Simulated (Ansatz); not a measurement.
# AlBrFH₂ISi: basis-set convergence

The task here is to estimate one member of a computed series from the others.

Computed with Ansatz 0.2.0, Gaussian basis. Level: one geometry, several basis sets.

Plan: PBE0-D4/def2-SVP; ωB97M-V/def2-SVP; PBE0-D4/def2-QZVPP; ωB97M-V/def2-QZVPP; the functionals' def2-TZVPP values are taken from earlier runs.

### The relaxed structure

An earlier PBE0-D4 in a triple-zeta def2 set relaxation fixed the geometry. I takes the def2 core potential; no spin-orbit term is included.

7 atoms, charge 0, spin multiplicity 1.

Atoms are counted from 1 here; the program's logs count them from 0.

Bond lengths: F1–Si2 1.593 Å, Si2–Al3 2.422 Å, Si2–Br4 2.412 Å, Si2–I5 2.427 Å, Al3–Br4 2.606 Å, Al3–H6 1.577 Å, Al3–H7 1.577 Å. Angles: F1–Si2–Al3 124.5°, F1–Si2–Br4 103.4°, F1–Si2–I5 106.1°, Al3–Si2–Br4 65.3°, Al3–Si2–I5 129.4°, Br4–Si2–I5 106.7°, Si2–Al3–Br4 57.2°, Si2–Al3–H6 115.5°, Si2–Al3–H7 115.3°, Br4–Al3–H6 107.6°, Br4–Al3–H7 107.7°, H6–Al3–H7 128.1°, Si2–Br4–Al3 57.6°.

Geometry (Å):

```
atom    x (Å)    y (Å)    z (Å)
  F1  -1.9652  -1.0887   0.8115
 Si2  -1.0238   0.0618   0.2390
 Al3   1.3968   0.0158   0.3072
 Br4   0.0204  -0.9686  -1.6751
  I5  -2.5087   1.7814  -0.6156
  H6   2.0322  -1.1943   1.0946
  H7   2.1096   1.3246  -0.2072
```

The first run:

The input, in.yaml:

```yaml
crystal:
  periodic: [false, false, false]
  atoms:
    - {symbol: F, position_ang: [-1.965192, -1.088719, 0.811467]}
    - {symbol: Si, position_ang: [-1.023826, 0.061772, 0.238955]}
    - {symbol: Al, position_ang: [1.396792, 0.015760, 0.307231]}
    - {symbol: Br, position_ang: [0.020399, -0.968555, -1.675111]}
    - {symbol: I, position_ang: [-2.508717, 1.781387, -0.615610]}
    - {symbol: H, position_ang: [2.032181, -1.194317, 1.094596]}
    - {symbol: H, position_ang: [2.109563, 1.324570, -0.207226]}
basis:
  gaussian: {orbitals: def2-SVP}
hamiltonian: {xc: pbe0, dispersion: d4}
output: {orbitals: {seedname: orbitals}}
```

Steps of the session up to this table: PBE0-D4 in def2-SVP; ωB97M-V in def2-SVP; PBE0-D4 in def2-QZVPP; ωB97M-V in def2-QZVPP.

One table of the session follows, with a row left open; its other results are not shown here.

It belongs to the step «Density functionals: the series». 

```
functional       basis  HOMO (eV)  LUMO (eV)
   PBE0-D4    def2-SVP      -7.61      -1.49
   PBE0-D4  def2-TZVPP          ?          ?
   PBE0-D4  def2-QZVPP      -7.59      -1.56
   ωB97M-V    def2-SVP      -9.51       0.34
   ωB97M-V  def2-TZVPP      -9.51       0.22
   ωB97M-V  def2-QZVPP      -9.52       0.06
```

**Question.** Estimate the row for PBE0-D4, def2-TZVPP.

The run gave: HOMO (eV): -7.58; LUMO (eV): -1.53. In the column «HOMO (eV)» it is the highest.
